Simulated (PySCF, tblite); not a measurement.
# C₁₆H₁₈I+: electronic excitations, NMR shifts

Aim: compute the electronic excitations, NMR shifts of C₁₆H₁₈I+ (`CC(C)(C)c1cccc([I+]c2ccccc2)c1`).

Programs: tblite 0.8.0 and PySCF 2.14.0, with routines of our own; each step states its level. All values are computed. Atoms count from 0.

## 1. The starting structure

35 atoms, charge 1, multiplicity 1; geometry from: force field, distance geometry or constructed start.

## 2. Geometry optimisation with GFN2-xTB

Job settings and geometry (Å):

```
{"job": {"kind": "relax", "xc": "GFN2-xTB", "basis": "xTB"}, "charge": 1, "multiplicity": 1}
C     -2.763800     2.574000     0.030900
C     -3.224000     1.185100     0.514000
C     -4.740900     1.070600     0.283400
C     -2.975600     1.071800     2.035000
C     -2.414800     0.091700    -0.211400
C     -3.026000    -0.894600    -1.030600
C     -2.251900    -1.858000    -1.685200
C     -0.862100    -1.865200    -1.538900
C     -0.240400    -0.916200    -0.736400
I      1.854300    -0.901100    -0.553800
C      3.954800    -0.887400    -0.376300
C      4.584100     0.097700     0.394400
C      5.978500     0.126600     0.497000
C      6.751000    -0.828300    -0.188100
C      6.118500    -1.800900    -0.963100
C      4.723700    -1.832400    -1.055000
C     -1.005300     0.064300    -0.087500
H     -2.900500     2.657100    -1.069200
H     -1.702300     2.768300     0.274700
H     -3.363900     3.378100     0.520800
H     -5.291700     1.877000     0.832300
H     -5.135700     0.098600     0.646000
H     -4.984300     1.190800    -0.790000
H     -1.914200     1.242600     2.296400
H     -3.580400     1.818500     2.597500
H     -3.260900     0.053100     2.404600
H     -4.090700    -0.934000    -1.175100
H     -2.734000    -2.603500    -2.302200
H     -0.275400    -2.615700    -2.056300
H      3.998000     0.842800     0.919200
H      6.471800     0.886300     1.088900
H      7.826400    -0.805300    -0.110300
H      6.713500    -2.540800    -1.493100
H      4.245500    -2.589600    -1.664700
H     -0.488200     0.797800     0.511900
```

Run with:

```console
> OMP_NUM_THREADS=1 python large_run.py task.json out
```

The driver reads the jobs from task.json and runs them one after another.

Output:

```text
step      E/eV     max force
  0   -1271.10179    4.058
  1   -1271.50293    1.615
  2   -1271.65631    0.641
  3   -1271.69939    0.377
  4   -1271.71540    0.224
  5   -1271.72452    0.235
  6   -1271.73819    0.355
  7   -1271.75814    0.565
  8   -1271.78922    0.773
  9   -1271.82227    0.749
 10   -1271.87856    0.591
 11   -1271.92484    0.450
 12   -1271.95331    0.371
 13   -1271.97223    0.322
 14   -1271.98865    0.258
 15   -1272.00470    0.294
 16   -1272.01644    0.206
 17   -1272.02339    0.159
 18   -1272.02788    0.148
 19   -1272.03245    0.208
 20   -1272.03813    0.209
 21   -1272.04503    0.180
 22   -1272.05356    0.204
 23   -1272.06506    0.262
 24   -1272.08186    0.397
 25   -1272.10638    0.438
 26   -1272.13711    0.396
 27   -1272.17057    0.409
 28   -1272.19743    0.391
 29   -1272.21498    0.291
 30   -1272.22950    0.231
 31   -1272.24128    0.170
 32   -1272.24961    0.155
 33   -1272.25497    0.180
 34   -1272.25932    0.161
 35   -1272.26353    0.110
 36   -1272.26887    0.124
 37   -1272.27390    0.170
 38   -1272.28250    0.229
 39   -1272.29305    0.220
 40   -1272.30541    0.247
 41   -1272.31701    0.217
 42   -1272.32761    0.189
 43   -1272.33747    0.229
 44   -1272.34676    0.215
 45   -1272.35516    0.195
 46   -1272.36384    0.202
 47   -1272.37473    0.229
 48   -1272.38821    0.275
 49   -1272.40260    0.249
 50   -1272.41693    0.282
 51   -1272.43234    0.323
 52   -1272.44949    0.347
 53   -1272.46651    0.344
 54   -1272.47843    0.350
 55   -1272.49499    0.381
 56   -1272.51177    0.327
 57   -1272.53836    0.261
 58   -1272.55437    0.270
 59   -1272.56807    0.303
 60   -1272.57990    0.299
 61   -1272.59008    0.277
 62   -1272.60034    0.187
 63   -1272.60739    0.174
 64   -1272.61257    0.168
 65   -1272.61748    0.146
 66   -1272.62223    0.104
 67   -1272.62627    0.120
 68   -1272.62910    0.115
 69   -1272.63198    0.106
 70   -1272.63594    0.152
 71   -1272.64242    0.168
 72   -1272.65000    0.174
 73   -1272.65785    0.150
 74   -1272.66382    0.144
 75   -1272.66848    0.122
 76   -1272.67251    0.122
 77   -1272.67690    0.173
 78   -1272.68252    0.141
 79   -1272.68825    0.166
 80   -1272.69231    0.142
 81   -1272.69547    0.107
 82   -1272.69980    0.101
 83   -1272.70306    0.106
 84   -1272.70614    0.117
 85   -1272.70912    0.122
 86   -1272.71210    0.102
 87   -1272.71444    0.083
 88   -1272.71600    0.064
 89   -1272.71724    0.066
 90   -1272.71858    0.066
 91   -1272.72016    0.093
 92   -1272.72143    0.066
 93   -1272.72244    0.057
 94   -1272.72330    0.065
 95   -1272.72416    0.080
 96   -1272.72501    0.075
 97   -1272.72579    0.056
 98   -1272.72649    0.047
 99   -1272.72715    0.047
100   -1272.72780    0.055
101   -1272.72843    0.060
102   -1272.72909    0.075
103   -1272.72983    0.070
104   -1272.73070    0.064
105   -1272.73161    0.058
106   -1272.73241    0.050
107   -1272.73302    0.045
108   -1272.73352    0.046
109   -1272.73399    0.042
110   -1272.73454    0.042
111   -1272.73517    0.053
112   -1272.73583    0.046
113   -1272.73647    0.044
114   -1272.73706    0.041
115   -1272.73762    0.043
116   -1272.73817    0.040
117   -1272.73867    0.041
118   -1272.73912    0.043
119   -1272.73947    0.038
120   -1272.73973    0.027
121   -1272.73991    0.027
122   -1272.74006    0.028
123   -1272.74022    0.032
124   -1272.74038    0.024
125   -1272.74054    0.025
126   -1272.74071    0.023
127   -1272.74089    0.026
128   -1272.74111    0.032
129   -1272.74134    0.030
130   -1272.74155    0.025
131   -1272.74172    0.022
132   -1272.74189    0.025
133   -1272.74208    0.029
134   -1272.74231    0.025
135   -1272.74255    0.026
136   -1272.74279    0.028
137   -1272.74306    0.030
138   -1272.74345    0.037
139   -1272.74407    0.048
140   -1272.74502    0.061
141   -1272.74626    0.070
142   -1272.74743    0.070
143   -1272.74844    0.061
144   -1272.74950    0.080
145   -1272.75082    0.082
146   -1272.75227    0.068
147   -1272.75380    0.068
148   -1272.75477    0.054
149   -1272.75606    0.052
150   -1272.75720    0.056
151   -1272.75818    0.053
152   -1272.75909    0.057
153   -1272.76047    0.063
154   -1272.76157    0.052
155   -1272.76259    0.057
156   -1272.76337    0.044
157   -1272.76388    0.059
158   -1272.76462    0.061
159   -1272.76522    0.041
160   -1272.76584    0.036
161   -1272.76620    0.035
162   -1272.76664    0.036
163   -1272.76707    0.045
164   -1272.76736    0.063
165   -1272.76783    0.033
166   -1272.76822    0.029
167   -1272.76870    0.033
168   -1272.76910    0.033
169   -1272.76951    0.032
170   -1272.76995    0.041
171   -1272.77032    0.039
172   -1272.77067    0.058
173   -1272.77140    0.043
174   -1272.77245    0.048
175   -1272.77339    0.054
176   -1272.77407    0.047
177   -1272.77489    0.045
178   -1272.77547    0.055
179   -1272.77586    0.077
180   -1272.77656    0.047
181   -1272.77700    0.024
182   -1272.77734    0.030
183   -1272.77761    0.032
184   -1272.77786    0.030
185   -1272.77818    0.031
186   -1272.77847    0.035
187   -1272.77873    0.032
188   -1272.77897    0.026
189   -1272.77921    0.026
190   -1272.77943    0.029
191   -1272.77964    0.030
192   -1272.77985    0.028
193   -1272.78005    0.031
194   -1272.78022    0.037
195   -1272.78033    0.021
196   -1272.78041    0.025
197   -1272.78049    0.021
198   -1272.78057    0.020
199   -1272.78066    0.024
200   -1272.78076    0.022
201   -1272.78086    0.020
```

Run time: 7.5 s. Hardware: 1 thread of Arm Neoverse N1, shared host; peak memory 0.18 GiB.

The steps of the relaxation:

| step | energy from step 0 (eV) | largest force (eV/Å) |
| --- | --- | --- |
| 0 | 0.0000 | 4.0578 |
| 1 | -0.4011 | 1.6152 |
| 2 | -0.5545 | 0.6407 |
| 3 | -0.5976 | 0.3770 |
| 4 | -0.6136 | 0.2238 |
| 5 | -0.6227 | 0.2352 |
| 6 | -0.6364 | 0.3542 |
| 7 | -0.6563 | 0.5642 |
| 8 | -0.6874 | 0.7725 |
| 25 | -1.0046 | 0.4375 |
| 42 | -1.2258 | 0.1887 |
| 59 | -1.4663 | 0.3029 |
| 76 | -1.5707 | 0.1223 |
| 93 | -1.6207 | 0.0577 |
| 111 | -1.6334 | 0.0529 |
| 128 | -1.6393 | 0.0322 |
| 145 | -1.6490 | 0.0815 |
| 162 | -1.6649 | 0.0355 |
| 179 | -1.6741 | 0.0772 |
| 197 | -1.6787 | 0.0211 |
| 198 | -1.6788 | 0.0208 |
| 199 | -1.6789 | 0.0240 |
| 200 | -1.6790 | 0.0220 |
| 201 | -1.6791 | 0.0197 |

Distances of close pairs at the start and the end, largest changes first:

| bond | before (Å) | after (Å) | change (Å) |
| --- | --- | --- | --- |
| C8–I9 | 2.103 | 2.179 | +0.076 |
| I9–C10 | 2.108 | 2.168 | +0.060 |
| C2–H20 | 1.120 | 1.086 | -0.034 |
| C3–H25 | 1.121 | 1.088 | -0.033 |
| C0–H19 | 1.117 | 1.087 | -0.030 |
| C3–H24 | 1.113 | 1.087 | -0.027 |
| C0–H17 | 1.112 | 1.086 | -0.026 |
| C4–C5 | 1.420 | 1.395 | -0.025 |

The next job starts from the end point, and lists it.

## 3. Electronic excitations: TDA PBE0/def2-SVP

Job settings and geometry (Å):

```
{"job": {"kind": "uv", "basis": "def2-SVP", "grid": 1, "kgrid": 0, "vcut": 1.5, "nstates": 6, "ntriplets": 2, "tda": true, "delta": ["ip_vertical"], "pop": true, "xc": "PBE0"}, "charge": 1, "multiplicity": 1}
C     -2.507171     2.554008    -0.102241
C     -2.767357     1.173074     0.516806
C     -4.189707     0.705765     0.174743
C     -2.652456     1.293581     2.037817
C     -1.780480     0.180903    -0.071804
C     -1.790462    -0.087572    -1.441056
C     -0.920060    -0.994778    -2.014799
C      0.003866    -1.677545    -1.238236
C      0.012137    -1.388571     0.109833
I      1.488486    -2.406419     1.347405
C      3.178860    -1.537060     0.304279
C      3.288072    -0.159361     0.278916
C      4.362065     0.393157    -0.401364
C      5.296781    -0.423539    -1.018279
C      5.161334    -1.801453    -0.970405
C      4.091709    -2.378377    -0.301573
C     -0.847657    -0.493859     0.713835
H     -2.603754     2.533322    -1.183609
H     -1.508069     2.903971     0.148268
H     -3.226839     3.268538     0.287766
H     -4.912170     1.385871     0.617269
H     -4.370095    -0.290040     0.573448
H     -4.361485     0.684034    -0.897336
H     -1.676571     1.670102     2.336053
H     -3.397600     1.999443     2.394828
H     -2.839908     0.339570     2.525040
H     -2.501109     0.415413    -2.077452
H     -0.958795    -1.187024    -3.075504
H      0.677943    -2.395554    -1.676980
H      2.564586     0.475394     0.766393
H      4.466165     1.466665    -0.436751
H      6.135903     0.014894    -1.535876
H      5.888727    -2.439411    -1.446920
H      3.987752    -3.451381    -0.259591
H     -0.799501    -0.326227     1.776868
```

With the program's defaults for keys left out, this is: TDA PBE0/def2-SVP, vertical, gas phase, core orbitals frozen in the response, virtual orbitals cut by energy.

Output:

```text
start: PBE on a coarse grid of 123738 points
cycle   1  E = -908.3491550701  dE = -2.077e+01  |g| = 4.936e+00  |ddm| = 1.390e+01
cycle   2  E = -570.2548753056  dE =  3.381e+02  |g| = 2.117e+01  |ddm| = 2.207e+02
cycle   3  E = -896.9579983964  dE = -3.267e+02  |g| = 5.301e+00  |ddm| = 2.203e+02
cycle   4  E = -868.4872665096  dE =  2.847e+01  |g| = 8.683e+00  |ddm| = 4.450e+01
cycle   5  E = -910.3449302799  dE = -4.186e+01  |g| = 3.940e+00  |ddm| = 4.077e+01
cycle   6  E = -904.4239814558  dE =  5.921e+00  |g| = 4.568e+00  |ddm| = 7.186e+00
cycle   7  E = -916.4700727327  dE = -1.205e+01  |g| = 7.659e-01  |ddm| = 6.579e+00
cycle   8  E = -916.2179809572  dE =  2.521e-01  |g| = 1.229e+00  |ddm| = 2.863e+00
cycle   9  E = -916.6488641699  dE = -4.309e-01  |g| = 2.301e-01  |ddm| = 1.814e+00
cycle  10  E = -916.6570994752  dE = -8.235e-03  |g| = 1.500e-01  |ddm| = 4.231e-01
cycle  11  E = -916.6625672130  dE = -5.468e-03  |g| = 6.853e-02  |ddm| = 2.428e-01
cycle  12  E = -916.6637823024  dE = -1.215e-03  |g| = 3.145e-02  |ddm| = 1.184e-01
cycle  13  E = -916.6639794912  dE = -1.972e-04  |g| = 1.625e-02  |ddm| = 5.527e-02
cycle  14  E = -916.6640489409  dE = -6.945e-05  |g| = 6.983e-03  |ddm| = 2.688e-02
final grid: 123738 points
cycle  15  E = -916.7702337609  dE = -7.924e-03  |g| = 3.594e-02  |ddm| = 1.156e+00
cycle  16  E = -916.7699592642  dE =  2.745e-04  |g| = 4.796e-02  |ddm| = 1.193e-01
cycle  17  E = -916.7705927471  dE = -6.335e-04  |g| = 1.026e-02  |ddm| = 7.094e-02
cycle  18  E = -916.7706157673  dE = -2.302e-05  |g| = 3.762e-03  |ddm| = 1.502e-02
cycle  19  E = -916.7706201189  dE = -4.352e-06  |g| = 1.083e-03  |ddm| = 6.767e-03
cycle  20  E = -916.7706217647  dE = -1.646e-06  |g| = 3.871e-04  |ddm| = 1.920e-03
cycle  21  E = -916.7706232172  dE = -1.452e-06  |g| = 1.572e-04  |ddm| = 6.477e-04
cycle  22  E = -916.7706220299  dE =  1.187e-06  |g| = 3.403e-05  |ddm| = 2.724e-04
converged SCF energy = -916.7706220299
Vertical ionisation energy (delta-SCF) = 12.1613 eV   <S^2> = 0.761

Static polarisability (au): isotropic 197.899, principal 153.603 173.005 267.090

Singlet excitations
state   eV       nm        f      main configurations
  1   3.5462    349.6   0.00197   H->L 0.94
  2   3.8930    318.5   0.00432   H-1->L 0.93
  3   4.0713    304.5   0.00211   H-2->L 0.93
  4   4.1842    296.3   0.02542   H-3->L 0.74, H->L+1 0.12, H-1->L+1 0.09
  5   4.5036    275.3   0.02438   H->L+1 0.79, H-3->L 0.10
  6   4.8664    254.8   0.09024   H-1->L+1 0.81, H-3->L 0.09

Triplet excitations (Tamm-Dancoff, eV): 3.2788 3.6544
```

Run time: 3.1 min. Hardware: 1 thread of Arm Neoverse N1, shared host; peak memory 0.64 GiB.

Frontier orbitals and where they lie:

```
orbital      eV                         atoms
 HOMO−4  -11.95     C1 21 %, C3 19 %, C0 12 %
 HOMO−3  -11.48  C13 23 %, C10 20 %, C14 10 %
 HOMO−2  -11.33  C15 28 %, C12 26 %, C11 20 %
 HOMO−1  -11.19    C6 22 %, C16 21 %, C5 11 %
   HOMO  -10.75     C4 22 %, C7 22 %, C5 13 %
   LUMO   -6.16    I9 50 %, C8 17 %, C10 17 %
 LUMO+1   -5.32    I9 35 %, C10 19 %, C8 19 %
 LUMO+2   -4.28  C15 17 %, C12 14 %, C10 12 %
 LUMO+3   -4.02  C11 25 %, C14 24 %, C10 10 %
```

With each of the 6 states as a Gaussian band of 0.4 eV half-width at 1/e, the curve within the window shown has maxima at 258 nm (ε 4,200) L/(mol cm). Beyond the last state computed it falls off for lack of states. The curve at chosen wavelengths:

| nm | ε (L/mol/cm) |
| --- | --- |
| 240 | 2148 |
| 247 | 3353 |
| 254 | 4104 |
| 262 | 4143 |
| 269 | 3692 |
| 276 | 3127 |
| 283 | 2633 |
| 290 | 2241 |
| 298 | 1863 |
| 305 | 1551 |
| 312 | 1251 |
| 319 | 976 |
| 326 | 739 |
| 334 | 524 |
| 341 | 384 |
| 348 | 281 |
| 355 | 207 |
| 362 | 152 |
| 370 | 108 |
| 377 | 79 |
| 384 | 58 |
| 391 | 42 |
| 398 | 30 |
| 406 | 20 |
| 413 | 14 |
| 420 | 10 |

Further results of this job:

```
           property  computed
polarisability (Å³)     29.33
 HOMO–LUMO gap (eV)      4.60
      −ε(HOMO) (eV)     10.75
```

## 4. NMR shifts: GIAO KT3/pcSseg-1 I:def2-SVP

The job, as its differences from that of step 3:

```diff
@@ -1,2 +1,2 @@
-{"job": {"kind": "uv", "basis": "def2-SVP", "grid": 1, "kgrid": 0, "vcut": 1.5, "nstates": 6, "ntriplets": 2, "tda": true, "delta": ["ip_vertical"], "pop": true, "xc": "PBE0"}, "charge": 1, "multiplicity": 1}
+{"job": {"kind": "nmr", "xc": "KT3", "basis": {"default": "pcSseg-1", "I": "def2-SVP"}, "pop": false}, "charge": 1, "multiplicity": 1}
 C     -2.507171     2.554008    -0.102241
```

Method: GIAO KT3/pcSseg-1 I:def2-SVP NMR shielding, scalar relativity only through core potentials, gas phase.

Output:

```text
start: PBE on a coarse grid of 123738 points
cycle   1  E = -908.6221649076  dE = -2.055e+01  |g| = 4.991e+00  |ddm| = 1.272e+01
cycle   2  E = -574.9554005287  dE =  3.337e+02  |g| = 2.100e+01  |ddm| = 1.635e+02
cycle   3  E = -894.9126050971  dE = -3.200e+02  |g| = 5.599e+00  |ddm| = 1.638e+02
cycle   4  E = -857.0575826147  dE =  3.786e+01  |g| = 9.026e+00  |ddm| = 6.759e+01
cycle   5  E = -910.4634467573  dE = -5.341e+01  |g| = 3.720e+00  |ddm| = 6.379e+01
cycle   6  E = -916.4034915233  dE = -5.940e+00  |g| = 1.424e+00  |ddm| = 6.857e+00
cycle   7  E = -916.1863839942  dE =  2.171e-01  |g| = 1.705e+00  |ddm| = 3.505e+00
cycle   8  E = -917.0085773036  dE = -8.222e-01  |g| = 3.308e-01  |ddm| = 2.074e+00
cycle   9  E = -917.0188431676  dE = -1.027e-02  |g| = 2.615e-01  |ddm| = 6.157e-01
cycle  10  E = -917.0364412156  dE = -1.760e-02  |g| = 8.706e-02  |ddm| = 3.386e-01
cycle  11  E = -917.0385104910  dE = -2.069e-03  |g| = 2.236e-02  |ddm| = 1.239e-01
cycle  12  E = -917.0386407537  dE = -1.303e-04  |g| = 6.895e-03  |ddm| = 3.288e-02
final grid: 259979 points
cycle  13  E = -929.9162905165  dE = -4.180e-02  |g| = 1.092e-01  |ddm| = 1.006e+00
cycle  14  E = -929.9151069043  dE =  1.184e-03  |g| = 1.059e-01  |ddm| = 3.386e-01
cycle  15  E = -929.9173874166  dE = -2.281e-03  |g| = 4.883e-02  |ddm| = 2.270e-01
cycle  16  E = -929.9181646109  dE = -7.772e-04  |g| = 1.092e-02  |ddm| = 7.031e-02
cycle  17  E = -929.9181992701  dE = -3.466e-05  |g| = 4.242e-03  |ddm| = 1.923e-02
cycle  18  E = -929.9182040579  dE = -4.788e-06  |g| = 5.444e-04  |ddm| = 6.379e-03
cycle  19  E = -929.9182044465  dE = -3.885e-07  |g| = 3.766e-04  |ddm| = 1.003e-03
cycle  20  E = -929.9182034447  dE =  1.002e-06  |g| = 1.293e-04  |ddm| = 5.407e-04
cycle  21  E = -929.9182020918  dE =  1.353e-06  |g| = 5.613e-05  |ddm| = 2.226e-04
converged SCF energy = -929.9182020918

GIAO shielding tensors (ppm)
atom      isotropic    diamagn.    paramagn.     s11        s22        s33       span
  0 C      150.099     249.570     -99.472    129.546    140.559    180.191     50.645
  1 C      142.368     243.686    -101.318    133.561    140.977    152.566     19.005
  2 C      151.046     246.371     -95.325    129.481    142.784    180.875     51.394
  3 C      156.224     250.393     -94.170    143.848    145.359    179.463     35.615
  4 C       27.933     264.379    -236.446    -35.948    -23.093    142.841    178.789
  5 C       55.918     254.440    -198.522    -41.829     33.907    175.676    217.504
  6 C       54.264     257.182    -202.917    -39.824     44.183    158.433    198.257
  7 C       59.970     255.055    -195.085    -18.230     51.956    146.183    164.413
  8 C       42.240     270.041    -227.800    -11.191     47.198     90.715    101.906
  9 I          nan         nan         nan        nan        nan        nan        nan
 10 C       43.847     264.836    -220.989    -14.255     54.862     90.934    105.189
 11 C       56.819     254.788    -197.969    -26.285     48.069    148.673    174.958
 12 C       53.556     252.518    -198.962    -42.544     41.911    161.301    203.844
 13 C       55.218     250.745    -195.527    -45.546     33.639    177.561    223.107
 14 C       55.048     251.579    -196.531    -38.468     42.237    161.375    199.843
 15 C       57.854     249.360    -191.506    -27.776     54.914    146.423    174.199
 16 C       61.608     254.645    -193.038    -15.099     58.389    141.533    156.632
 17 H       30.120      33.557      -3.437     25.704     29.182     35.475      9.771
 18 H       30.420      33.807      -3.387     26.713     28.876     35.670      8.957
 19 H       30.111      30.768      -0.657     26.220     27.475     36.638     10.418
 20 H       30.211      28.069       2.142     25.983     27.849     36.802     10.818
 21 H       30.440      29.928       0.512     26.904     28.435     35.980      9.076
 22 H       30.032      30.734      -0.701     25.210     29.252     35.634     10.425
 23 H       30.262      33.872      -3.611     26.048     29.309     35.427      9.379
 24 H       30.177      29.952       0.225     25.884     28.632     36.014     10.130
 25 H       30.271      32.007      -1.737     26.001     29.226     35.584      9.583
 26 H       23.686      36.692     -13.006     19.524     21.872     29.661     10.137
 27 H       24.032      32.381      -8.350     19.993     25.025     27.078      7.084
 28 H       24.629      35.548     -10.920     19.359     23.904     30.624     11.264
 29 H       24.414      36.349     -11.936     18.945     23.437     30.860     11.914
 30 H       23.965      32.198      -8.233     20.201     23.948     27.747      7.546
 31 H       23.860      26.206      -2.346     20.556     25.020     26.006      5.450
 32 H       23.873      24.886      -1.014     20.210     24.550     26.859      6.649
 33 H       24.176      31.043      -6.867     19.180     22.695     30.652     11.473
 34 H       24.328      38.280     -13.952     17.732     20.745     34.507     16.775
```

It took 99 s on 1 thread of Arm Neoverse N1, shared host; peak memory 0.58 GiB.

Shifts follow as δ = σ(reference) − σ, with reference shieldings (ppm) from runs at the same level and on the same kind of geometry: ¹H TMS 31.76, ¹³C TMS 184.7. The references are single molecules in the gas phase. Atoms listed in one row are averaged.

```csv
atoms,environment,σ (ppm),δ (ppm)
C4,substituted aromatic carbon,27.9,156.8
C8,substituted aromatic carbon,42.2,142.5
C10,substituted aromatic carbon,43.8,140.9
C6,aromatic CH,54.3,130.5
"C12, C14",aromatic CH,54.3,130.4
C13,aromatic CH,55.2,129.5
C5,aromatic CH,55.9,128.8
"C11, C15",aromatic CH,57.3,127.4
C7,aromatic CH,60.0,124.8
C16,aromatic CH,61.6,123.1
C1,quaternary sp3 carbon on an aromatic ring,142.4,42.4
"C0, C2, C3",methyl carbon,152.5,32.3
H26,hydrogen on an aromatic CH,23.69,8.07
H31,hydrogen on an aromatic CH,23.86,7.90
"H30, H32",hydrogen on an aromatic CH,23.92,7.84
H27,hydrogen on an aromatic CH,24.03,7.73
"H29, H33",hydrogen on an aromatic CH,24.29,7.47
H34,hydrogen on an aromatic CH,24.33,7.43
H28,hydrogen on an aromatic CH,24.63,7.13
"H17, H18, H19, H20, H21 and 4 more",hydrogen on a methyl carbon,30.23,1.53
```

Atoms past Kr carry core potentials, so their printed shieldings have no meaning and are left out of the table.

Ring of atoms C4, C5, C6, C7, C8, C16: NICS(0) -9.7, NICS(1) -10.6, NICS(1)zz -25.1 ppm (means of both faces).

Ring of atoms C10, C11, C12, C13, C14, C15: NICS(0) -9.7, NICS(1) -10.8, NICS(1)zz -26.7 ppm (means of both faces).

## 5. Results

| quantity | value |
| --- | --- |
| lowest singlet (PBE0/def2-SVP) | 3.55 eV (350 nm), f = 0.002 |
| brightest single state of those computed | state 6, 4.87 eV, f = 0.090 |
| lowest triplet | 3.28 eV |
| ¹³C shifts against TMS (KT3/def2-SVP+pcSseg-1, means over atoms taken as alike) | 156.8, 142.5, 140.9, 130.5, 130.4, 129.5, 128.8, 127.4, 124.8, 123.1, 42.4, 32.3 ppm |
| ¹H shifts against TMS (KT3/def2-SVP+pcSseg-1, means over atoms taken as alike) | 8.07, 7.90, 7.84, 7.73, 7.47, 7.43, 7.13, 1.53 ppm |

**Reading.** The first singlet state (HOMO→LUMO 0.94) lies at 3.55 eV and is weak; of the 6 states computed, the strongest absorption comes from state 6 at 4.87 eV (the last computed, so partners may be missing). The lowest triplet lies 0.27 eV below the lowest singlet. Spin-orbit coupling, left out, mixes singlets and triplets in elements this heavy. C8, C10 stand next to heavy halogen, whose spin-orbit shielding this run leaves out, so the computed shift lies too far downfield, most of all for carbon beside Br or I. NICS(1)zz of -25 ppm above the planar ring from C4 marks a diatropic (aromatic) ring current. NICS(1)zz of -27 ppm above the planar ring from C10 marks a diatropic (aromatic) ring current.
